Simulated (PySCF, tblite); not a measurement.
# CH₄Cl₂NPSi₂, a small molecule taken as a stand-in for a surface group (Si site with back bonds Cl, Cl, [PH][SiH3]): NMR shifts, core binding energies and electronic excitations

What NMR shifts, core binding energies and electronic excitations should one expect for `N#C[Si](Cl)(Cl)P[SiH3]`?

Programs: tblite 0.8.0 and PySCF 2.14.0. All values are calculated, for the isolated system unless a continuum is named. Atoms count from 0, parts from 1.

## 1. Starting point

11 atoms, charge 0, multiplicity 1; geometry: distance geometry start.

## 2. Geometry optimisation with GFN2-xTB

The job: settings as JSON, then the geometry in Å.

```
{"job": {"kind": "relax", "xc": "GFN2-xTB", "basis": "xTB"}, "charge": 0, "multiplicity": 1}
Si    -1.504017    -1.446221    -1.258607
Cl    -0.789387    -2.444787    -3.026290
Cl    -2.869686    -2.707099    -0.229528
P      0.212395    -1.011743     0.019433
Si     0.469965     1.067799     0.588640
C     -2.333089     0.106833    -1.698534
N     -2.759887     1.448320    -2.022653
H      1.365853    -1.738021    -0.226314
H     -0.774542     1.742721     0.461296
H      1.428072     1.672255    -0.268474
H      0.931889     1.160300     1.928299
```

Level: GFN2-xTB geometry optimisation, gas phase.

On the command line:

```console
OMP_NUM_THREADS=1 python cluster_run.py task.json out
```

One launch serves the whole session: the jobs run in the order shown.

**Question.** The jobs that follow are: PBE0-D3(BJ)/def2-SVP geometry optimisation, gas phase; GIAO PBE0/pcSseg-1 NMR shielding, non-relativistic, gas phase; delta-SCF UKS SCAN, pcX-2 on the ionised atom, pcseg-1 elsewhere, spin-free X2C; TDDFT CAM-B3LYP/def2-SVPD, vertical, gas phase, core orbitals frozen in the response. Predict: point group; rotational constants (main isotopes); 13C shifts against TMS (PBE0/pcSseg-1); 1H shifts against TMS (PBE0/pcSseg-1); 29Si shifts against TMS (PBE0/pcSseg-1); 35Cl shifts against HCl (PBE0/pcSseg-1); 31P shifts against H3PO4 (PBE0/pcSseg-1); 15N shifts against NH3 (PBE0/pcSseg-1); Cl2p binding energies, SCAN/pcX-2; Si2p binding energies, SCAN/pcX-2 (standing for 1 of 2 atoms); P2p binding energies, SCAN/pcX-2; C1s binding energies, SCAN/pcX-2; lowest singlet (CAM-B3LYP/def2-SVPD); brightest single state of those computed; lowest triplet; vertical ionisation energy (ΔSCF); vertical electron affinity (ΔSCF).

The runs gave:

| quantity | value |
| --- | --- |
| point group | C1 |
| rotational constants (main isotopes) | 1.20, 0.71, 0.70 GHz |
| 13C shifts against TMS (PBE0/pcSseg-1) | 124.4 ppm |
| 1H shifts against TMS (PBE0/pcSseg-1) | 4.53, 4.27, 4.16, 1.75 ppm |
| 29Si shifts against TMS (PBE0/pcSseg-1) | 13.1, -73.2 ppm |
| 35Cl shifts against HCl (PBE0/pcSseg-1) | 134, 109 ppm |
| 31P shifts against H3PO4 (PBE0/pcSseg-1) | -268.5 ppm |
| 15N shifts against NH3 (PBE0/pcSseg-1) | 368.4 ppm |
| Cl2p binding energies, SCAN/pcX-2 | Cl2 207.27, Cl1 207.19 eV |
| Si2p binding energies, SCAN/pcX-2 (standing for 1 of 2 atoms) | Si0 109.53 eV |
| P2p binding energies, SCAN/pcX-2 | P3 137.08 eV |
| C1s binding energies, SCAN/pcX-2 | C5 292.08 eV |
| lowest singlet (CAM-B3LYP/def2-SVPD) | 6.01 eV (206 nm), f = 0.004 |
| brightest single state of those computed | state 6, 6.96 eV, f = 0.054 |
| lowest triplet | 5.32 eV |
| vertical ionisation energy (ΔSCF) | 10.21 eV |
| vertical electron affinity (ΔSCF) | -0.22 eV (unbound: the value hangs on the basis) |

The start of the PBE0/def2-SVP relaxation was shaken at random by about 0.01 Å, so part of the energy gained, and of the first lengths quoted, undoes that. Over 12 steps the energy fell by 0.186 eV; of the close pairs, Si0–C5 changed most, 1.911 to 1.852 Å (PBE0/def2-SVP). Hydrogens of an XH3 group are listed apart at this fixed geometry; free rotation makes them one line at their mean. At PBE0/pcSseg-1: The widest tensor belongs to N6: span 554 ppm, with a paramagnetic part of -439 ppm. At SCAN/pcX-2: the Cl2p levels computed lie within 0.08 eV of one another, too close to rank. The lowest singlet, at 6.01 eV, is HOMO→LUMO 0.83 and is weak; of the 6 states computed, the strongest absorption comes from state 6 at 6.96 eV (the last computed, so partners may be missing). The lowest triplet lies 0.69 eV below the lowest singlet (triplets in Tamm-Dancoff, singlets in full TDDFT). The orbital energy would give 9.57 eV for ionisation, ΔSCF gives 10.21 eV. A capped cluster stands for the solid here, so long-range fields and strain are missing, and bands or shifts of the capping hydrogens have no counterpart in it.
